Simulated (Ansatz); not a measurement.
# I started on an O site and a Sn vacancy in rutile SnO2, 11 atoms, charge −2

Wanted: the effect of changed settings on energy, forces, pressure and convergence.

Program: Ansatz 0.2.0, PAW, plane waves. These are calculated values, not measurements.

1 further run of the same task is left out (it didn't finish).

## 1. The starting cell

11 atoms (3 Sn, 7 O, 1 I); a = 4.769 Å, b = 4.769 Å, c = 6.424 Å, α = 90.00°, β = 90.00°, γ = 90.00°. All atoms were shaken off their sites by about 0.02 Å along each axis. Defect site 1: (0.306, 0.306, 0.500). Defect site 2: (0.000, 0.000, 0.500). Starting moments add up to 3 μB.

As a file:

```xyz
11
Lattice="4.7690 0.0000 0.0000 0.0000 4.7690 0.0000 0.0000 0.0000 6.4242" Properties=species:S:1:pos:R:3 pbc="T T T"
Sn    0.0045    4.7528    6.4058
Sn    2.3674    2.3968    1.6216
Sn    2.3809    2.3934    4.8528
O     1.4486    1.4704    6.4165
O     3.3168    3.3159    6.4204
O     3.3483    3.3244    3.1984
O     0.9093    3.8430    1.5876
O     0.9318    3.8618    4.8466
O     3.8508    0.9122    1.6250
O     3.8610    0.9392    4.8374
I     1.4675    1.4652    3.2061
```

## 2. PBEsol single point

The input, in.yaml:

```yaml
crystal:
  lattice:
    - [4.769046, 0.000000, 0.000000]
    - [0.000000, 4.769046, 0.000000]
    - [0.000000, 0.000000, 6.424202]
  atoms:
    - { symbol: Sn, position: [0.000940, 0.996595, 0.997139] }
    - { symbol: Sn, position: [0.496419, 0.502567, 0.252414], spin: 0.375 }
    - { symbol: Sn, position: [0.499239, 0.501870, 0.755401], spin: 0.375 }
    - { symbol: O, position: [0.303750, 0.308321, 0.998808] }
    - { symbol: O, position: [0.695484, 0.695287, 0.999402] }
    - { symbol: O, position: [0.702080, 0.697074, 0.497869], spin: 0.375 }
    - { symbol: O, position: [0.190665, 0.805828, 0.247124], spin: 0.375 }
    - { symbol: O, position: [0.195392, 0.809767, 0.754424], spin: 0.375 }
    - { symbol: O, position: [0.807451, 0.191272, 0.252950], spin: 0.375 }
    - { symbol: O, position: [0.809586, 0.196927, 0.753001], spin: 0.375 }
    - { symbol: I, position: [0.307717, 0.307230, 0.499073], spin: 0.375 }
kpoints:
  mp_grid: { grid: [2, 2, 2], shift: [0.5, 0.5, 0.5] }
hamiltonian:
  xc: pbesol
total_charge: -2
magnetization:
  spin_polarized: true
scf:
  occupations: { method: fermi_dirac, width: 0.01 }
output:
  forces: true
  eigenvalues: true
  populations: true
  charged_corrections: { epsilon: 12 }
```

On the command line:

```sh
ansatz run in.yaml --threads 8 --pin off --max-ram 13300MiB --runs-dir r --events-out ev --progress --plain
```

## 3. Changed settings: accuracy high

in.yaml: that of step 2 with these lines changed.

```diff
@@ -1 +1,2 @@
+accuracy: high
 crystal:
@@ -26,2 +27,3 @@
   occupations: { method: fermi_dirac, width: 0.01 }
+  max_iter: 60
 output:
@@ -29,3 +31,2 @@
   eigenvalues: true
-  populations: true
-  charged_corrections: { epsilon: 12 }
+  stress: true
```

## 4. Run again with density threshold 0.01 eV

in.yaml: that of step 3 with these lines changed.

```diff
@@ -1,2 +1 @@
-accuracy: high
 crystal:
@@ -27,3 +26,4 @@
   occupations: { method: fermi_dirac, width: 0.01 }
-  max_iter: 60
+  max_iter: 90
+  convergence: { dr2_threshold: 1e-02 }
 output:
```

## 5. Variant: dispersion rVV10, charge changed by -2

in.yaml: that of step 4 with these lines changed.

```diff
@@ -21,3 +21,4 @@
   xc: pbesol
-total_charge: -2
+  dispersion: rvv10
+total_charge: -4
 magnetization:
@@ -26,4 +27,3 @@
   occupations: { method: fermi_dirac, width: 0.01 }
-  max_iter: 90
-  convergence: { dr2_threshold: 1e-02 }
+  max_iter: 80
 output:
```

## 6. Variant: starting moment 2 μB, at most 4 cycles

The input, in.yaml:

```yaml
crystal:
  lattice:
    - [4.769046, 0.000000, 0.000000]
    - [0.000000, 4.769046, 0.000000]
    - [0.000000, 0.000000, 6.424202]
  atoms:
    - { symbol: Sn, position: [0.000940, 0.996595, 0.997139] }
    - { symbol: Sn, position: [0.496419, 0.502567, 0.252414] }
    - { symbol: Sn, position: [0.499239, 0.501870, 0.755401] }
    - { symbol: O, position: [0.303750, 0.308321, 0.998808] }
    - { symbol: O, position: [0.695484, 0.695287, 0.999402] }
    - { symbol: O, position: [0.702080, 0.697074, 0.497869] }
    - { symbol: O, position: [0.190665, 0.805828, 0.247124] }
    - { symbol: O, position: [0.195392, 0.809767, 0.754424] }
    - { symbol: O, position: [0.807451, 0.191272, 0.252950] }
    - { symbol: O, position: [0.809586, 0.196927, 0.753001] }
    - { symbol: I, position: [0.307717, 0.307230, 0.499073] }
kpoints:
  mp_grid: { grid: [2, 2, 2], shift: [0.5, 0.5, 0.5] }
hamiltonian:
  xc: pbesol
total_charge: -2
magnetization:
  spin_polarized: true
  initial_magnetization: 2
scf:
  occupations: { method: fermi_dirac, width: 0.01 }
  max_iter: 4
output:
  forces: true
  eigenvalues: true
  stress: true
```

**Question.** What will these runs give? Wanted: for each run, settings; status; energy from base; forces from base.

The runs gave:

| settings | status | cycles | time | energy from base (meV/atom) | forces from base (eV/Å rms) | filled to empty level on the mesh (eV) |
| --- | --- | --- | --- | --- | --- | --- |
| base | converged | 16 | 2.6 s (8 CPU threads) | 0 | 0 | 0.16 |
| accuracy high | converged | 16 | 2.4 s (8 CPU threads) | 0.0 | 0.000 | 0.16 |
| density threshold 0.01 eV | converged, settings too loose | 11 | 5.6 s (8 CPU threads) | 0.0 | 0.002 | 0.16 |
| dispersion rVV10, charge changed by -2 | refused | - | 0.1 s (8 CPU threads) | - | - | - |
| starting moment 2 μB, at most 4 cycles | not converged | - | 1.7 s (8 CPU threads) | - | - | - |

Among these variants the forces move most with density threshold 0.01 eV (0.002 eV/Å rms) and least with accuracy high (0.000). 2 of 4 variants gave no result: dispersion rVV10, charge changed by -2 (refused); starting moment 2 μB, at most 4 cycles (not converged).
